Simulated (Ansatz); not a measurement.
# CH₆ClInSi: up Jacob's ladder to CCSD(T)

One table from this session's results is given with a row withheld; the runs are named, their logs left out.

Computed with Ansatz 0.2.0, Gaussian basis. Level: functionals in def2-TZVPP, the program's frozen cores in correlated methods.

The runs, in order: LDA (SPW92), PBE-D4, revPBE-D4, BLYP-D4, r2SCAN-D4, B97M-V, PBE0-D4, B3LYP-D4, r2SCANh-D4, r2SCAN0-D4, HSE06-D4, BHLYP-D4, CAM-B3LYP-D4, LC-ωPBE, ωB97X-V, ωB97M-V, B2PLYP, PBE-QIDH; CCSD(T)/def2-SVP; CCSD(T)/def2-TZVPP; MP2/def2-QZVPP; extrapolation to the limit; RPA on PBE.

## Structure used throughout

All runs share one geometry, relaxed beforehand with PBE0-D4 in a triple-zeta def2 set. In takes the def2 core potential; no spin-orbit term is included.

SMILES `[CH3][In]([SiH3])[Cl]`, 10 atoms, charge 0, spin multiplicity 1.

Atoms are counted from 1 here; the program's logs count them from 0.

Bond lengths: C1–In2 2.141 Å, C1–H5 1.091 Å, C1–H6 1.091 Å, C1–H7 1.089 Å, In2–Si3 2.565 Å, In2–Cl4 2.365 Å, Si3–H8 1.484 Å, Si3–H9 1.489 Å, Si3–H10 1.489 Å. Angles: In2–C1–H5 110.2°, In2–C1–H6 110.0°, In2–C1–H7 109.0°, H5–C1–H6 108.4°, H5–C1–H7 109.7°, H6–C1–H7 109.6°, C1–In2–Si3 137.7°, C1–In2–Cl4 110.5°, Si3–In2–Cl4 111.8°, In2–Si3–H8 111.0°, In2–Si3–H9 109.7°, In2–Si3–H10 109.9°, H8–Si3–H9 109.1°, H8–Si3–H10 109.2°, H9–Si3–H10 107.9°.

The first run:

in.yaml

```yaml
crystal:
  periodic: [false, false, false]
  atoms:
    - {symbol: C, position_ang: [-0.949743, 1.813722, -0.793487]}
    - {symbol: In, position_ang: [-0.434667, -0.206898, -0.307821]}
    - {symbol: Si, position_ang: [1.361287, -1.433315, 1.052043]}
    - {symbol: Cl, position_ang: [-1.957197, -1.714209, -1.309841]}
    - {symbol: H, position_ang: [-0.111410, 2.307668, -1.287264]}
    - {symbol: H, position_ang: [-1.187720, 2.367488, 0.116280]}
    - {symbol: H, position_ang: [-1.814901, 1.809341, -1.455291]}
    - {symbol: H, position_ang: [1.201137, -2.904806, 0.939361]}
    - {symbol: H, position_ang: [1.261668, -1.039600, 2.484352]}
    - {symbol: H, position_ang: [2.714846, -1.050493, 0.564568]}
basis:
  gaussian: {orbitals: def2-TZVPP}
hamiltonian: {xc: lda}
output: {orbitals: {seedname: orbitals}}
```

Among the steps run: LDA; PBE-D4 (GGA); revPBE-D4 (GGA); BLYP-D4 (GGA); r2SCAN-D4 (meta-GGA); B97M-V (meta-GGA); PBE0-D4 (hybrid); B3LYP-D4 (hybrid); r2SCANh-D4 (hybrid); r2SCAN0-D4 (hybrid); HSE06-D4 (hybrid); BHLYP-D4 (hybrid); CAM-B3LYP-D4 (range-separated); LC-ωPBE-D4 (range-separated; the results give it without D4); ωB97X-V (range-separated); ωB97M-V (range-separated); B2PLYP (double hybrid); PBE-QIDH (double hybrid).

One table of the session follows, with a row left open; its other results are not shown here.

It belongs to the step «Frontier levels by functional». 

| functional | HOMO (eV) | LUMO (eV) | gap (eV) |
| --- | --- | --- | --- |
| LDA (SPW92) | -6.46 | -2.79 | 3.67 |
| PBE-D4 | -6.31 | -2.54 | 3.77 |
| revPBE-D4 | -6.25 | -2.42 | 3.83 |
| BLYP-D4 | -6.14 | -2.47 | 3.67 |
| r2SCAN-D4 | -6.56 | -2.37 | 4.19 |
| B97M-V | -6.65 | -2.58 | 4.06 |
| PBE0-D4 | -7.42 | -1.84 | 5.58 |
| B3LYP-D4 | -7.19 | -2.08 | 5.11 |
| r2SCANh-D4 | -6.97 | -2.12 | 4.85 |
| r2SCAN0-D4 | -7.58 | -1.75 | 5.83 |
| HSE06-D4 | -7.03 | -2.20 | 4.83 |
| BHLYP-D4 | ? | ? | ? |
| CAM-B3LYP-D4 | -8.63 | -0.98 | 7.65 |
| LC-ωPBE | -9.94 | 0.11 | 10.06 |
| ωB97X-V | -9.60 | -0.03 | 9.57 |
| ωB97M-V | -9.43 | -0.27 | 9.16 |

Q: Estimate the row for BHLYP-D4 from the others.

Worked estimate for «HOMO (eV)». Against the share of exact exchange, BLYP-D4 (0, -6.14), B3LYP-D4 (0.2, -7.19) give a slope of -5.25 per unit share; at 0.5 the line stands at -8.77.

The run gave: HOMO (eV): -8.36; LUMO (eV): -1.15; gap (eV): 7.21. In «HOMO (eV)» the line misses by -0.41.
